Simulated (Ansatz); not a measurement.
# YbRe (CsCl type): how the settings move a single-point run

Aim: see which settings change the result for YbRe (CsCl type), by how much, and at what cost.

Computed with Ansatz 0.2.0 (reference: DFT r2SCAN, scalar-relativistic, plane waves, PAW, unless a step's input says otherwise).

2 further runs of the same task are left out: 1 that didn't finish, 1 set aside as unsound or not needed. Runs told in other sessions of the task aren't counted.

## Step 1: Starting point

The structure is cubic, space group Pm-3m (No. 221). Conventional cell: a = 3.350 Å, b = 3.350 Å, c = 3.350 Å, α = 90.00°, β = 90.00°, γ = 90.00°. Yb (site symmetry m-3m) has 8 Re at 2.90 Å in its first shell of neighbours. Re (site symmetry m-3m) has 8 Yb at 2.90 Å in its first shell of neighbours.

Structure file:

```cif
data_structure
_symmetry_space_group_name_H-M 'P 1'
_symmetry_Int_Tables_number 1
_cell_length_a 3.3499
_cell_length_b 3.3499
_cell_length_c 3.3499
_cell_angle_alpha 90.000
_cell_angle_beta 90.000
_cell_angle_gamma 90.000
_cell_volume 37.59
loop_
_atom_site_label
_atom_site_type_symbol
_atom_site_fract_x
_atom_site_fract_y
_atom_site_fract_z
_atom_site_occupancy
Yb1 Yb 0.00000 0.00000 0.00000 1
Re1 Re 0.50000 0.50000 0.50000 1
```

## Step 2: The reference run

input.yaml reads:

```yaml
crystal:
  lattice:
    - [3.3498716754, 0.0, 0.0]
    - [0.0, 3.3498716754, 0.0]
    - [0.0, 0.0, 3.3498716754]
  atoms:
    - { symbol: Yb, position: [0.0, 0.0, 0.0] }
    - { symbol: Re, position: [0.5, 0.5, 0.5] }
basis:
  ecutwfc: 500
  ecutrho_ratio: 4
kpoints:
  mp_grid: { grid: [10, 10, 10] }
hamiltonian:
  xc: r2scan
scf:
  occupations: { method: gaussian, width: 0.05 }
output:
  forces: true
  stress: true
  eigenvalues: true
```

Command:

```bash
ansatz run input.yaml --threads 2 --pin off --max-ram 2662MiB --backend cpu --events-out ev --progress --plain --runs-dir out
```

## Step 3: Changing settings: hubbard.sites [{species: Yb, l: f, u_eff: 2.0}], hubbard.double_counting amf, eigensolver.kind davidson, dr2_threshold 1.0e-06

Edit input.yaml of step 2 so:

```diff
@@ -15,4 +15,7 @@
   xc: r2scan
+  hubbard: { sites: [{ species: Yb, l: f, u_eff: 2.0 }], double_counting: amf }
 scf:
   occupations: { method: gaussian, width: 0.05 }
+  eigensolver: { kind: davidson }
+  convergence: { dr2_threshold: 1.0e-06 }
 output:
@@ -20,2 +23 @@
   stress: true
-  eigenvalues: true
```

## Step 4: Variant: mp_grid.shift [0.5, 0.5, 0.5]

Edit input.yaml of step 2 so:

```diff
@@ -12,3 +12,3 @@
 kpoints:
-  mp_grid: { grid: [10, 10, 10] }
+  mp_grid: { grid: [10, 10, 10], shift: [0.5, 0.5, 0.5] }
 hamiltonian:
@@ -20,2 +20 @@
   stress: true
-  eigenvalues: true
```

## Step 5: Variant: ecutwfc 600 eV, lower_state_search standard

Edit input.yaml of step 2 so:

```diff
@@ -9,3 +9,3 @@
 basis:
-  ecutwfc: 500
+  ecutwfc: "600 eV"
   ecutrho_ratio: 4
@@ -17,2 +17,3 @@
   occupations: { method: gaussian, width: 0.05 }
+  lower_state_search: standard
 output:
@@ -20,2 +21 @@
   stress: true
-  eigenvalues: true
```

## Step 6: Changing settings: mp_grid.grid [15, 15, 15], xc pbe

Edit input.yaml of step 2 so:

```diff
@@ -12,5 +12,5 @@
 kpoints:
-  mp_grid: { grid: [10, 10, 10] }
+  mp_grid: { grid: [15, 15, 15] }
 hamiltonian:
-  xc: r2scan
+  xc: pbe
 scf:
@@ -20,2 +20 @@
   stress: true
-  eigenvalues: true
```

What does the calculation give? Wanted: for each run, ending; energy change; pressure; gap; force.

As calculated:

```tsv
run	ending	energy change	pressure (GPa)	gap (eV)	force (eV/Å)	cycles	time
reference	converged	0	0.0	0.00	0.00	11	5 s
1: hubbard.sites [{species: Yb, l: f, u_eff: 2.0}], hubbard.double_counting amf, eigensolver.kind davidson, dr2_threshold 1.0e-06	converged	-1.1 meV/atom (Hubbard term changed: no physical gain or loss)	0.0	0.00	0.00	18	8.3 s
2: mp_grid.shift [0.5, 0.5, 0.5]	converged	-4.0 meV/atom	-0.4	0.00	0.00	11	3.4 s
3: ecutwfc 600 eV, lower_state_search standard	converged	-0.7 meV/atom	0.0	0.00	0.00	11	6.3 s
4: mp_grid.grid [15, 15, 15], xc pbe	converged	not comparable	2.7	0.00	0.00	8	4.1 s
```

Residual by cycle in the longest SCF loop of each run; runs are numbered as in the table. The quantity is the density residual dr2, in eV.

```tsv
cycle	reference	run 1	run 2	run 3	run 4
1	0.712	52.3	0.661	0.712	0.0627
3	0.208	20.9	0.205	0.212	0.00249
4	0.0206	8.33	0.0145	0.0218	4.3e-5
6	0.0199	4.69	0.0183	0.0209	1.1e-6
7	7.8e-4	4.4	0.00106	8.3e-4	2.0e-7
9	4.0e-6	0.552	2.8e-6	4.2e-6	-
10	2.3e-7	0.0085	8.7e-7	3.9e-7	-
12	-	8.8e-4	-	-	-
13	-	0.00175	-	-	-
15	-	8.4e-7	-	-	-
16	-	4.2e-6	-	-	-
18	-	5.0e-8	-	-	-
```

**Reading.** Of the converged runs whose energies compare with the reference's, «mp_grid.shift [0.5, 0.5, 0.5]» moves the energy most (-4.0 meV/atom). A changed U is a change of model: its shifts are not errors of convergence. Of the variants the dearest is «hubbard.sites [{species: Yb, l: f, u_eff: 2.0}], hubbard.double_counting amf, eigensolver.kind davidson, dr2_threshold 1.0e-06» (8.3 s), the cheapest «mp_grid.shift [0.5, 0.5, 0.5]» (3.4 s), on a shared host. The reference leaves spin out although Re and Yb can carry a moment, so its state need not be the lowest.
